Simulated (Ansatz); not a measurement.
# ScPb (P6/mmm) in Ansatz: convergence with k mesh

Aim: find how far k mesh must go before the results for ScPb settle, at PBE. This setting moves, with any that are tied to it; all else stays.

Program: Ansatz 0.2.0. These are calculated values, not measurements. Logs are shortened: lines on timing, memory, paths and dates and some standing lists are left out, and cuts for length are marked.

## 1. The crystal as given

The structure is hexagonal, space group P6/mmm (No. 191). The conventional cell has a = 3.002 Å, b = 3.002 Å, c = 7.078 Å, α = 90.00°, β = 90.00°, γ = 120.00°. Sc (site symmetry 6/mmm) is surrounded by 6 Sc at 3.00 Å. Pb (site symmetry 6/mmm) is surrounded by 6 Pb at 3.00 Å.

The cell was built by a generator and needn't be a form met in nature.

## 2. With k mesh 3 × 3 × 1

Contents of input.yaml:

```yaml
crystal:
  lattice:
    - [3.00207314, 0.0, 0.0]
    - [-1.50103657, 2.5998716, 0.0]
    - [0.0, 0.0, 7.07813708]
  atoms:
    - { symbol: Sc, position: [0.0, 0.0, 0.5] }
    - { symbol: Pb, position: [0.0, 0.0, 0.0] }
hamiltonian:
  xc: pbe
  pseudopotentials: { kind: nc_fr, accuracy: standard }
magnetization:
  noncollinear: true
  spin_orbit: true
kpoints:
  mp_grid: { grid: [3, 3, 1] }
scf:
  occupations: { method: cold, width: 0.05 }
output:
  forces: true
  stress: true
  eigenvalues: true
```

Potentials or basis: PseudoDojo standard (PBE files).

Launch:

```sh
ansatz run input.yaml --threads 2 --pin off --max-ram 5632MiB --backend cpu --events-out ev --progress --plain --runs-dir out
```

Log:

```text
Warning: RAYON_NUM_THREADS=2 ignored (pool sized by the plan → 2); use --threads N
Engine: ansatz 0.2.0, aarch64-unknown-linux-gnu
Pseudopotentials: kind: nc_fr
Pseudopotential: Sc, nc_fr, valence charge 11, recommended cutoff 1061.244064 eV (normal), Sc.nc_fr.azcp (PseudoDojo's, or run here from an input of PseudoDojo's; its table is named by hamiltonian.pseudopotentials.accuracy)
Pseudopotential: Pb, nc_fr, valence charge 14, recommended cutoff 761.918815 eV (normal), Pb.nc_fr.azcp (PseudoDojo's, or run here from an input of PseudoDojo's; its table is named by hamiltonian.pseudopotentials.accuracy)
Functional definition: PBE
  parameter kappa = 0.804
  parameter beta = 0.06672455060314922
  exchange = pbe_x(kappa = kappa, mu = beta*pi^2/3)
  correlation = pbe_c(beta = beta)
non-collinear run that drives no moment, with spin-orbit: no starting moment large enough to seed its density (crystal.atoms[].spin), no starting occupations that ask for one, no magnetisation constraint and no magnetic field, so the semilocal B_xc is pinned to zero
Crystal: 2 atoms, lattice volume = 55.245 Å³
Basis set: ecut = 1061.244064 eV, 4315 PW (Γ), exchange–correlation on 64×64×160 points (8 copies of the dense FFT grid, shifted against one another)
Bands: 34, of which v1, the nominal top of the filled ones, is band 25 counted from 1 (24 counted from 0)
Symmetry: 24 space group operations + 24 with time reversal
Magnetic group: BNS 191.234 (UNI 1464), of the structure as read, at distance tolerance 3.8e-5 Å
k-points: 3 of 9
Projection manifold: j_resolved (fully-relativistic pseudo-atomic orbitals)
Non-local potential: Sc, projectors of the file, l = 0: 2, l = 1: 4, l = 2: 4
Non-local potential: Pb, projectors of the file, l = 0: 2, l = 1: 4, l = 2: 4
Initial density: superposition of atomic densities (chi_scale 0.1, normalization cell, long waves kept (reshape's long-wave potential 0.26 eV rms))
Initial wavefunctions: pseudopotential atomic-orbital guess
Functional: x = pbe(κ = 0.804, μ = 0.2195149727645171), c = pbe(β = 0.06672455060314922)
SCF iter   1: F=—  HF=-3238.242923 eV  |F-HF|=—  |Δ(HF+E_count)|=         —  Δρ=1.85e-1  dr2=1.14e2  dr2_m=0.00e0 (ungated)  ethr=3.10e-3  |M|=0.00e0 ∫|m|=0.00e0 μB  |m|>n=0.0e0 m-floor=0.0e0 τ_xc=0.0e0  β_m=0.30  ⟨swp⟩=10.7  Hψ=282  notcnv=0
preconditioner: auto → none  [insulator: Δε(μ)=0.094 eV  Ē_g=7.971 eV  σ=0.050 eV  W_gap=0.89  n_scr=4 (ndim 8)  ℏωp=20.6 eV  f_vac=0.000  D(μ)=17.11/eV (n_scr^D=400)  ε∞_Penn≈7.7]
SCF iter   2: F=—  HF=-3252.812283 eV  |F-HF|=—  |Δ(HF+E_count)|=    1.46e1  S|Δr|=    0.00e0  Δρ=1.65e-1  dr2=1.16e2  dr2_m=0.00e0 (ungated)  ethr=3.10e-3  |M|=0.00e0 ∫|m|=0.00e0 μB  |m|>n=0.0e0 m-floor=0.0e0 τ_xc=0.0e0  β_m=0.22  ⟨swp⟩=11.0  Hψ=329  notcnv=0  defer=8
SCF iter   3: F=—  HF=-3228.855380 eV  |F-HF|=—  |Δ(HF+E_count)|=    2.40e1  S|Δr|=    0.00e0  Δρ=8.23e-2  dr2=2.36e1  dr2_m=0.00e0 (ungated)  ethr=3.10e-3  |M|=0.00e0 ∫|m|=0.00e0 μB  |m|>n=0.0e0 m-floor=0.0e0 τ_xc=0.0e0  β_m=0.26  ⟨swp⟩=7.3  Hψ=214  notcnv=0  defer=10
[... 14 lines left out ...]
SCF iter  18: F=—  HF=-3225.843553 eV  |F-HF|=—  |Δ(HF+E_count)|=   1.52e-6  S|Δr|=    0.00e0  Δρ=1.09e-4  dr2=3.78e-5  dr2_m=0.00e0 (ungated)  ethr=3.01e-8  |M|=0.00e0 ∫|m|=0.00e0 μB  |m|>n=0.0e0 m-floor=0.0e0 τ_xc=0.0e0  β_m=0.63  ⟨swp⟩=2.7  Hψ=84  notcnv=0  defer=10  recentre
SCF iter  19: F=—  HF=-3225.843552 eV  |F-HF|=—  |Δ(HF+E_count)|=   1.25e-6  S|Δr|=    0.00e0  Δρ=5.36e-5  dr2=3.62e-6  dr2_m=0.00e0 (ungated)  ethr=3.01e-8  |M|=0.00e0 ∫|m|=0.00e0 μB  |m|>n=0.0e0 m-floor=0.0e0 τ_xc=0.0e0  β_m=0.81  ⟨swp⟩=1.0  Hψ=46  notcnv=0  defer=10
SCF iter  20: F=—  HF=-3225.843552 eV  |F-HF|=—  |Δ(HF+E_count)|=   1.47e-7  S|Δr|=    0.00e0  Δρ=1.20e-5  dr2=2.05e-7  dr2_m=0.00e0 (ungated)  ethr=1.45e-8  |M|=0.00e0 ∫|m|=0.00e0 μB  |m|>n=0.0e0 m-floor=0.0e0 τ_xc=0.0e0  β_m=0.91  ⟨swp⟩=2.0  Hψ=49  notcnv=0  defer=10
SCF iter  21: F=-3225.843552 eV  HF=-3225.843552 eV  |F-HF|=7.61e-9  |Δ(HF+E_count)|=   3.87e-9  S|Δr|=    0.00e0  Δρ=4.36e-6  dr2=8.85e-9  dr2_m=0.00e0 (ungated)  ethr=4.00e-10  |M|=0.00e0 ∫|m|=0.00e0 μB  |m|>n=0.0e0 m-floor=0.0e0 τ_xc=0.0e0  ⟨swp⟩=14.0  Hψ=284  notcnv=0
SCF 1 converged in 21 iterations: F = -3225.843552 eV  dr2 = 8.85e-9
SCF converged after 21 iterations
Stability not checked: this state was not tested for a lower state beside it, because cold or Methfessel-Paxton smearing, or corrected tetrahedra, fill the levels in a way that the test cannot read (fill_not_monotonic; see scf.lower_state_search)
Magnetization: |M| = 0.0000 μB,  M = (+0.0000, +0.0000, +0.0000) μB
Absolute magnetization: 0.0000 μB (∫|m|)
  site 0: m = (+0.0000, +0.0000, +0.0000) μB, |m| = 0.0000 μB  (R = 1.24 Å)
  site 1: m = (+0.0000, +0.0000, +0.0000) μB, |m| = 0.0000 μB  (R = 1.24 Å)
Free energy (F): -3225.843552 eV
Harris-Foulkes:  -3225.843552 eV  (|F-HF|=7.61e-9)
Internal energy: -3225.835825 eV  (E = F + TS)
E sigma→0 (E₀):  -3225.840976 eV
Entropy (-TS):   -0.007727 eV (-3.863 meV/atom)
Fermi energy:    10.429050 eV
--- Per-component energies (eV) ---
  E_band       = -202.760358
  E_kinetic    = 1423.222944
  E_local      = -2184.055438  (includes V_loc(G=0)·N_el)
  E_nonlocal   = -322.978823
  E_hartree    = 707.431170
  E_xc         = -762.398802
  E_vxc        = -533.810419  (∫ρ·V_xc dr)
  E_ewald      = -2087.056876
  E_smearing   = -0.007727  (= −TS)
  E_closure    = 0.000000  (closes the sum)
  Σ components = -3225.843552   (vs F -3225.843552, Δ=0.00e0)
--- Forces (eV/Å), atoms counted from 1 ---
  atom   1  Sc    -0.00000000    -0.00000000     0.00000000
  atom   2  Pb     0.00000000    -0.00000000     0.00000000
  max |Σ_I F_I| component: 1.81e-31 eV/Å
--- Stress (GPa, compression-positive) ---
       25.193833       0.000000       0.000000
        0.000000      25.193833       0.000000
        0.000000       0.000000     -10.942795
  P = ⅓ Tr σ = 13.1483 GPa (131.483 kbar)
--- Band table (eV) ---
  k-point 0: bands = ["-39.8797", "-39.8797", "-18.7457", "-18.7457", "-18.1387", "-18.1387", "-17.9112", "-17.9112", "-7.7838", "-7.7838", "-7.7098", "-7.7098", "-5.3571", "-5.3571", "-5.2608", "-5.2608", "-4.8556", "-4.8556", "-1.2412", "-1.2412", "6.4490", "6.4490", "6.7290", "6.7290", "10.6327", "10.6327", "11.5469", "11.5469", "11.5724", "11.5724", "13.1779", "13.1779", "13.1941", "13.1941"]
  k-point 1: bands = ["-39.8012", "-39.8012", "-18.8197", "-18.8197", "-18.3936", "-18.3936", "-18.1026", "-18.1026", "-7.7628", "-7.7628", "-7.5808", "-7.5808", "-5.2931", "-5.2931", "-5.0752", "-5.0752", "-4.8037", "-4.8037", "1.4584", "1.4584", "8.6320", "8.6320", "8.7981", "8.7981", "10.4065", "10.4065", "10.8990", "10.8990", "11.5468", "11.5468", "12.0067", "12.0067", "12.7555", "12.7555"]
  k-point 2: bands = ["-39.7615", "-39.7615", "-18.8599", "-18.8599", "-18.3635", "-18.3635", "-18.3527", "-18.3527", "-7.6098", "-7.6098", "-7.5999", "-7.5999", "-5.1293", "-5.1293", "-5.0733", "-5.0733", "-4.9762", "-4.9762", "5.2128", "5.2128", "8.4599", "8.4599", "9.5097", "9.5097", "10.4698", "10.4698", "10.6932", "10.6932", "10.7054", "10.7054", "10.7321", "10.7321", "12.4025", "12.4025"]
```

It took 2.5 s on 2 threads of Arm Neoverse V2, shared host; peak memory 0.48 GiB.

Results:

```
Free energy            : -3225.8436 eV
Pressure               : 13.1 GPa
Band gap on the k mesh : none (metal or under the smearing width)
```

## 3. With k mesh 4 × 4 × 2

input.yaml: that of step 2 with these lines changed.

```diff
@@ -15,3 +15,3 @@
 kpoints:
-  mp_grid: { grid: [3, 3, 1] }
+  mp_grid: { grid: [4, 4, 2] }
 scf:
```

Potentials or basis: PseudoDojo standard (PBE files).

Launch:

```sh
ansatz run input.yaml --threads 2 --pin off --max-ram 5632MiB --backend cpu --events-out ev --progress --plain --runs-dir out
```

Wall time 4.4 s (2 threads of Arm Neoverse V2, shared host); peak memory 0.54 GiB.

Results:

```yaml
Free_energy: -3226.3924 eV
Pressure: 10.1 GPa
Band_gap_on_the_k_mesh: none (metal or under the smearing width)
```

## 4. With k mesh 5 × 5 × 2

input.yaml: that of step 3 with these lines changed.

```diff
@@ -15,3 +15,3 @@
 kpoints:
-  mp_grid: { grid: [4, 4, 2] }
+  mp_grid: { grid: [5, 5, 2] }
 scf:
```

Launch:

```sh
ansatz run input.yaml --threads 2 --pin off --max-ram 5632MiB --backend cpu --events-out ev --progress --plain --runs-dir out
```

Wall time 4 s (2 threads of Arm Neoverse V2, shared host); peak memory 0.55 GiB.

What came out:

- Free energy: -3226.6052 eV
- Pressure: 9.0 GPa
- Band gap on the k mesh: none (metal or under the smearing width)

## 5. With k mesh 6 × 6 × 2

input.yaml: that of step 4 with these lines changed.

```diff
@@ -15,3 +15,3 @@
 kpoints:
-  mp_grid: { grid: [5, 5, 2] }
+  mp_grid: { grid: [6, 6, 2] }
 scf:
```

Launch:

```sh
ansatz run input.yaml --threads 2 --pin off --max-ram 5632MiB --backend cpu --events-out ev --progress --plain --runs-dir out
```

Run time: 5.3 s. Hardware: 2 threads of Arm Neoverse V2, shared host; peak memory 0.58 GiB.

What came out:

| Item | Value |
| --- | --- |
| Free energy | -3226.7351 eV |
| Pressure | 9.6 GPa |
| Band gap on the k mesh | none (metal or under the smearing width) |

## 6. With k mesh 7 × 7 × 3

input.yaml: that of step 5 with these lines changed.

```diff
@@ -15,3 +15,3 @@
 kpoints:
-  mp_grid: { grid: [6, 6, 2] }
+  mp_grid: { grid: [7, 7, 3] }
 scf:
```

Potentials or basis: PseudoDojo standard (PBE files).

Launch:

```sh
ansatz run input.yaml --threads 2 --pin off --max-ram 5632MiB --backend cpu --events-out ev --progress --plain --runs-dir out
```

Wall time 7.6 s (2 threads of Arm Neoverse V2, shared host); peak memory 0.59 GiB.

It converged, with:

```yaml
Free_energy: -3226.6530 eV
Pressure: 10.0 GPa
Band_gap_on_the_k_mesh: none (metal or under the smearing width)
```

## 7. With k mesh 9 × 9 × 4

input.yaml: that of step 6 with these lines changed.

```diff
@@ -15,3 +15,3 @@
 kpoints:
-  mp_grid: { grid: [7, 7, 3] }
+  mp_grid: { grid: [9, 9, 4] }
 scf:
```

Launch:

```sh
ansatz run input.yaml --threads 2 --pin off --max-ram 5632MiB --backend cpu --events-out ev --progress --plain --runs-dir out
```

Run time: 13 s. Hardware: 2 threads of Arm Neoverse V2, shared host; peak memory 0.72 GiB.

It converged, with:

- Free energy: -3226.6695 eV
- Pressure: 9.7 GPa
- Band gap on the k mesh: none (metal or under the smearing width)

## 8. With k mesh 11 × 11 × 5

input.yaml: that of step 7 with these lines changed.

```diff
@@ -15,3 +15,3 @@
 kpoints:
-  mp_grid: { grid: [9, 9, 4] }
+  mp_grid: { grid: [11, 11, 5] }
 scf:
```

Launch:

```sh
ansatz run input.yaml --threads 2 --pin off --max-ram 5632MiB --backend cpu --events-out ev --progress --plain --runs-dir out
```

Wall time 16 s (2 threads of Arm Neoverse V2, shared host); peak memory 0.79 GiB.

The run converged. Its results:

- Free energy: -3226.6728 eV
- Pressure: 9.4 GPa
- Band gap on the k mesh: none (metal or under the smearing width)

## 9. With k mesh 14 × 14 × 5

input.yaml: that of step 8 with these lines changed.

```diff
@@ -15,3 +15,3 @@
 kpoints:
-  mp_grid: { grid: [11, 11, 5] }
+  mp_grid: { grid: [14, 14, 5] }
 scf:
```

Potentials or basis: PseudoDojo standard (PBE files).

Launch:

```sh
ansatz run input.yaml --threads 2 --pin off --max-ram 5632MiB --backend cpu --events-out ev --progress --plain --runs-dir out
```

It took 27 s on 2 threads of Arm Neoverse V2, shared host; peak memory 0.94 GiB.

Results (log left out):

| Item | Value |
| --- | --- |
| Free energy | -3226.6720 eV |
| Pressure | 9.5 GPa |
| Band gap on the k mesh | none (metal or under the smearing width) |

## 10. With k mesh 17 × 17 × 6

input.yaml: that of step 9 with these lines changed.

```diff
@@ -15,3 +15,3 @@
 kpoints:
-  mp_grid: { grid: [14, 14, 5] }
+  mp_grid: { grid: [17, 17, 6] }
 scf:
```

Launch:

```sh
ansatz run input.yaml --threads 2 --pin off --max-ram 5632MiB --backend cpu --events-out ev --progress --plain --runs-dir out
```

Wall time 50 s (2 threads of Arm Neoverse V2, shared host); peak memory 1.3 GiB.

The run converged. Its results:

* Free energy: -3226.6688 eV
* Pressure: 9.6 GPa
* Band gap on the k mesh: none (metal or under the smearing width)

## 11. Result

```csv
k mesh,"energy less the tightest run, at zero smearing (meV/atom)",pressure (GPa),SCF cycles,CPU time (s),peak memory (GiB)
3 × 3 × 1,413.76,13.15,21,4.8,0.48
4 × 4 × 2,138.82,10.11,16,8.4,0.54
5 × 5 × 2,31.38,9.00,12,7.7,0.55
6 × 6 × 2,-33.01,9.61,11,10,0.58
7 × 7 × 3,8.18,10.03,13,15,0.59
9 × 9 × 4,-0.21,9.71,11,26,0.72
11 × 11 × 5,-2.31,9.39,10,31,0.79
14 × 14 × 5,-1.59,9.53,11,55,0.94
17 × 17 × 6,0.00,9.62,12,100,1.3
```

Against the tightest run, the pressure stays within 0.1 GPa from 14 × 14 × 5 on. Not settled before the last step: the energy (to 1 meV/atom). Meshes of other sizes hit other points, so gaps and Fermi surfaces needn't settle smoothly. The tightest run that finished is the yardstick and may itself not be fully converged.
